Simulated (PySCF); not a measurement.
# CHBBrF3O: the cost of one run

Programs: PySCF 2.14.0, with density-fitted response routines of our own. Each step states its level of theory. These are calculated values for one molecule in the gas phase, unless marked as measured. Atoms are numbered from 0 throughout.

## 1. The molecule as given

8 atoms, charge 0, multiplicity 1; geometry from: PBE0-D3(BJ)/def2-SVP.

Bonds of the start (Å): F0–C1 1.33, C1–F2 1.33, C1–F3 1.32, C1–O4 1.36, O4–B5 1.36, B5–Br6 1.89, B5–H7 1.20.

## 2. X-ray photoelectron lines: SCAN, X2C

Job settings and geometry (Å):

```
{"job": {"kind": "xps"}, "charge": 0, "multiplicity": 1}
F     -0.712090     0.725158    -1.371150
C     -0.491094     0.502069    -0.081750
F     -0.660473     1.644286     0.572698
F     -1.371921    -0.371588     0.355540
O      0.753711    -0.001175     0.121386
B      1.872826     0.693005    -0.228802
Br     3.544140    -0.130711     0.110681
H      1.815990     1.778369    -0.737147
```

Method: delta-SCF UKS SCAN, pcX-2 on the ionised atom, pcseg-1 elsewhere, spin-free X2C.

Command:

```console
OMP_NUM_THREADS=1 python probes_run.py task.json out
```

The driver reads the jobs from task.json and runs them one after another.

Q: Estimate the wall time and peak memory of this first job on 1 thread of Arm Neoverse V1, shared host.

About 23 s, with a peak of 0.47 GiB.
